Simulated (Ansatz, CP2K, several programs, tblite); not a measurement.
Energy against volume for an ordered 6-atom cell of In3BiP2 on the zincblende lattice (P3m1), at fixed shape and fractional coordinates, computed by several methods (PBE and r2SCAN, where shown, with plane waves in Ansatz); the cell shown is that of r2SCAN. With free coordinates or axes held, a curve is too stiff, and on another method's shape its minimum isn't the method's own volume. It is trigonal, P3m1 (No. 156); conventional cell a = 4.361 Å, c = 10.796 Å, 29.64 Å³ an atom. P is surrounded by 4 In at 2.54–2.63 Å; P is surrounded by 4 In at 2.58–2.62 Å; Bi is surrounded by 4 In at 2.82–2.92 Å; In is surrounded by 4 P at 2.58–2.63 Å; In is surrounded by 3 P at 2.62 Å and 1 Bi at 2.92 Å; In is surrounded by 1 P at 2.54 Å and 3 Bi at 2.82 Å. Computed, not measured; no magnetism was allowed, and whether the structure is a known phase isn't checked. Energies count from each curve's lowest point; fits are third-order Birch-Murnaghan.

```xyz
6
Lattice="4.3610 0.0000 0.0000 -2.1805 3.7767 0.0000 0.0000 0.0000 10.7965" Properties=species:S:1:pos:R:3 pbc="T T T"
P     0.0000    0.0000    0.1524
P     0.0000    2.5178    3.4840
Bi    2.1805    1.2589    7.1349
In    0.0000    2.5178    0.9028
In    2.1805    1.2589    4.2141
In    0.0000    0.0000    8.4039
```

GFN2-xTB (tblite), on the shape of the cell shown, as a cluster of 54 atoms at the zone centre:
```
V (Å³/atom)  E (meV/atom)
     26.080        198.21
     27.859         79.79
     29.637         19.98
     31.415          0.00
     33.193          7.55
```
V₀ = 31.72 Å³ an atom and B₀ = 41 GPa.

r2SCAN, on the shape of its own relaxed cell:
```csv
V (Å³/atom),E (meV/atom)
27.859,19.86
28.748,4.62
29.637,0.00
30.526,4.28
31.415,16.06
```
V₀ = 29.63 Å³ an atom and B₀ = 53 GPa.

PBE/SZV (CP2K), on the shape of the cell shown:

| V (Å³/atom) | E (meV/atom) |
| --- | --- |
| 26.080 | 224.72 |
| 27.859 | 96.52 |
| 29.637 | 27.04 |
| 31.415 | 0.00 |
| 33.193 | 3.69 |

V₀ = 32.03 Å³ an atom and B₀ = 44 GPa.

light PBE (260 eV, its own mesh), on the shape of the cell shown:

| V (Å³/atom) | E (meV/atom) |
| --- | --- |
| 27.266 | 67.83 |
| 28.451 | 35.21 |
| 29.637 | 1.40 |
| 30.822 | 0.00 |
| 32.008 | 7.63 |
| 33.193 | 17.95 |

The points scatter about a smooth fit, as a low cutoff and a light mesh can make them, so no fit is quoted.

**Question.** PBE/DZVP (CP2K), on the shape of the cell shown, gives
```csv
V (Å³/atom),E (meV/atom)
26.080,146.34
27.859,50.31
29.637,6.36
31.415,0.00
33.193,20.60
```
What equilibrium volume and bulk modulus follow?

**Answer.** V₀ = 30.87 Å³ an atom and B₀ = 46 GPa.
